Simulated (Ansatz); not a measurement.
# C2H8OSSn: a ladder of functionals and wavefunction methods

The task here is to estimate one member of a computed series from the others.

Method: functionals in def2-TZVPP, the program's frozen cores in correlated methods; program: Ansatz 0.2.0, Gaussian basis.

The runs, in order: PBE-D4, r2SCAN-D4, PBE0-D4, B3LYP-D4, ωB97X-V, ωB97M-V, B2PLYP; CCSD(T)/def2-TZVPP; MP2/def2-QZVPP; extrapolation to the limit.

### The geometry

All runs share one geometry, relaxed beforehand with PBE0-D4 in a triple-zeta def2 set. Sn takes the def2 core potential; no spin-orbit term is included.

SMILES `C[O][SnH]([CH3])[SH]`, 13 atoms, charge 0, spin multiplicity 1.

Atoms are counted from 1 here; the program's logs count them from 0.

Bond lengths: C1–O2 1.402 Å, C1–H6 1.095 Å, C1–H7 1.100 Å, C1–H8 1.100 Å, O2–Sn3 1.970 Å, Sn3–C4 2.126 Å, Sn3–S5 2.392 Å, Sn3–H9 1.714 Å, C4–H10 1.090 Å, C4–H11 1.090 Å, C4–H12 1.090 Å, S5–H13 1.343 Å. Angles: O2–C1–H6 108.5°, O2–C1–H7 112.4°, O2–C1–H8 113.0°, H6–C1–H7 107.6°, H6–C1–H8 107.5°, H7–C1–H8 107.7°, C1–O2–Sn3 119.6°, O2–Sn3–C4 109.3°, O2–Sn3–S5 105.6°, O2–Sn3–H9 104.9°, C4–Sn3–S5 107.6°, C4–Sn3–H9 116.8°, S5–Sn3–H9 112.1°, Sn3–C4–H10 109.6°, Sn3–C4–H11 110.1°, Sn3–C4–H12 108.7°, H10–C4–H11 109.4°, H10–C4–H12 109.4° and more.

As a file:

```mol
C2H8OSSn
  3D, bonds by distance, orders not assigned

 13 12  0  0  0  0  0  0  0  0999 V2000
   -2.0656    0.8212   -0.2884 C   0  0
   -1.2677   -0.0391    0.4798 O   0  0
    0.6946    0.1174    0.3943 Sn  0  0
    1.4468   -1.2547   -1.0449 C   0  0
    1.4902   -0.5791    2.5396 S   0  0
   -3.0944    0.7627    0.0806 H   0  0
   -2.0777    0.5424   -1.3519 H   0  0
   -1.7501    1.8732   -0.2227 H   0  0
    0.9917    1.7804    0.1049 H   0  0
    1.0720   -0.9908   -2.0338 H   0  0
    2.5364   -1.2309   -1.0522 H   0  0
    1.1061   -2.2564   -0.7851 H   0  0
    0.9176    0.4535    3.1796 H   0  0
  1  2  8  0
  2  3  8  0
  3  4  8  0
  3  5  8  0
  1  6  8  0
  1  7  8  0
  1  8  8  0
  3  9  8  0
  4 10  8  0
  4 11  8  0
  4 12  8  0
  5 13  8  0
M  END
```

Set-up of the first run:

in.yaml reads:

```yaml
crystal:
  periodic: [false, false, false]
  atoms:
    - {symbol: C, position_ang: [-2.065591, 0.821156, -0.288368]}
    - {symbol: O, position_ang: [-1.267674, -0.039103, 0.479815]}
    - {symbol: Sn, position_ang: [0.694586, 0.117436, 0.394302]}
    - {symbol: C, position_ang: [1.446808, -1.254658, -1.044924]}
    - {symbol: S, position_ang: [1.490218, -0.579055, 2.539593]}
    - {symbol: H, position_ang: [-3.094398, 0.762746, 0.080622]}
    - {symbol: H, position_ang: [-2.077743, 0.542388, -1.351893]}
    - {symbol: H, position_ang: [-1.750114, 1.873230, -0.222678]}
    - {symbol: H, position_ang: [0.991738, 1.780412, 0.104926]}
    - {symbol: H, position_ang: [1.072005, -0.990783, -2.033754]}
    - {symbol: H, position_ang: [2.536386, -1.230853, -1.052157]}
    - {symbol: H, position_ang: [1.106136, -2.256441, -0.785107]}
    - {symbol: H, position_ang: [0.917642, 0.453526, 3.179612]}
basis:
  gaussian: {orbitals: def2-TZVPP}
hamiltonian: {xc: pbe, dispersion: d4}
output: {forces: true, orbitals: {seedname: orbitals}}
```

Run with:

```console
> ansatz run in.yaml --threads 2 --pin off --events-out ev --progress --plain --max-ram 22528MiB --backend cuda --devices 0, --max-vram 18GiB
```

Among the steps run: PBE-D4 (GGA); r2SCAN-D4 (meta-GGA); PBE0-D4 (hybrid); B3LYP-D4 (hybrid); ωB97X-V (range-separated); ωB97M-V (range-separated); B2PLYP (double hybrid); CCSD(T) in def2-TZVPP; MP2 in def2-QZVPP.

One table of the session follows, with a row left open; its other results are not shown here.

```
            method  atomisation energy (kJ/mol)
            PBE-D4                       4452.9
         r2SCAN-D4                       4400.2
           PBE0-D4                       4381.9
          B3LYP-D4                       4381.2
           ωB97X-V                       4417.1
           ωB97M-V                       4404.0
            B2PLYP                       4332.7
     HF/def2-TZVPP                       3150.0
    MP2/def2-TZVPP                       4325.4
   CCSD/def2-TZVPP                            ?
CCSD(T)/def2-TZVPP                       4298.2
           MP2/CBS                       4450.6
       CCSD(T)/CBS                       4423.4
```

Q: Estimate the row for CCSD/def2-TZVPP from the others.

As computed: atomisation energy (kJ/mol): 4231.4. In the column «atomisation energy (kJ/mol)» it lies between HF/def2-TZVPP (3150.0) and CCSD(T)/def2-TZVPP (4298.2).

Caveats from the session: Free atoms (2 C, 1 O, 1 Sn, 1 S, 8 H) were run apart at each level; the atomisation energy is their sum less the molecule, without zero-point or spin-orbit terms.
